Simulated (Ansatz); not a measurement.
# AlBH₄NSb: geometry optimisation

The task: find the minimum of AlBH₄NSb nearest to the start.

Method: RKS B3LYP-D4/def2-SVP; program: Ansatz 0.2.0.

### 1 Starting geometry

SMILES `[BH]1[NH][SbH][AlH]1`, 8 atoms, charge 0, spin multiplicity 1.

Atoms are counted from 1 here; the program's logs count them from 0.

Bond lengths: B1–N2 1.405 Å, B1–Al4 2.136 Å, B1–H5 1.221 Å, N2–Sb3 2.166 Å, N2–H6 1.030 Å, Sb3–Al4 2.731 Å, Sb3–H7 1.749 Å, Al4–H8 1.610 Å. Angles: N2–B1–Al4 97.4°, N2–B1–H5 121.7°, Al4–B1–H5 140.9°, B1–N2–Sb3 118.7°, B1–N2–H6 122.1°, Sb3–N2–H6 119.1°, N2–Sb3–Al4 65.9°, N2–Sb3–H7 94.1°, Al4–Sb3–H7 89.9°, B1–Al4–Sb3 78.0°, B1–Al4–H8 150.0°, Sb3–Al4–H8 132.0°.

Coordinates:

```xyz
8
charge 0, multiplicity 1
B    -0.9232    0.7707   -0.2450
N     0.3931    1.0786    0.1384
Sb    1.9059   -0.4646   -0.0027
Al   -0.6035   -1.2942   -0.6895
H    -1.8121    1.6077   -0.2197
H     0.6655    2.0205    0.4550
H     1.6486   -1.0424    1.6275
H    -1.1819   -2.7335   -1.1197
```

### 2 Relaxation

The input, input.yaml:

```yaml
crystal:
  periodic: [false, false, false]
  atoms:
    - { symbol: B, position_ang: [-0.923203, 0.770728, -0.244996] }
    - { symbol: "N", position_ang: [0.393087, 1.07858, 0.138389] }
    - { symbol: Sb, position_ang: [1.905866, -0.46461, -0.002736] }
    - { symbol: Al, position_ang: [-0.603506, -1.29419, -0.689535] }
    - { symbol: H, position_ang: [-1.812142, 1.607728, -0.219726] }
    - { symbol: H, position_ang: [0.665504, 2.020534, 0.455007] }
    - { symbol: H, position_ang: [1.648602, -1.042439, 1.62745] }
    - { symbol: H, position_ang: [-1.181908, -2.73353, -1.119653] }
basis:
  gaussian: { orbitals: def2-SVP }
hamiltonian:
  xc: { name: B3LYP }
  dispersion: d4
output:
  forces: true
relax:
  f_tol: 0.003
  max_steps: 120
```

Command:

```console
ansatz run input.yaml --threads 1 --pin off --max-ram 2560MiB --backend cpu --events-out ev --progress --plain --runs-dir out
```

Q: Predict the outcome of this session. Wanted: energy gained; root mean square move; dipole moment.

As calculated:

```
             quantity      value
        energy gained  0.0080 eV
root mean square move    0.015 Å
        dipole moment     0.53 D
```

In words: Bond lengths: B1–N2 1.398 Å, B1–Al4 2.133 Å, B1–H5 1.211 Å, N2–Sb3 2.155 Å, N2–H6 1.022 Å, Sb3–Al4 2.729 Å, Sb3–H7 1.737 Å, Al4–H8 1.593 Å. Angles: N2–B1–Al4 97.7°, N2–B1–H5 122.1°, Al4–B1–H5 140.2°, B1–N2–Sb3 118.7°, B1–N2–H6 121.7°, Sb3–N2–H6 119.5°, N2–Sb3–Al4 66.0°, N2–Sb3–H7 94.3°, Al4–Sb3–H7 90.9°, B1–Al4–Sb3 77.6°, B1–Al4–H8 150.1°, Sb3–Al4–H8 132.4°. No frequencies were computed here.
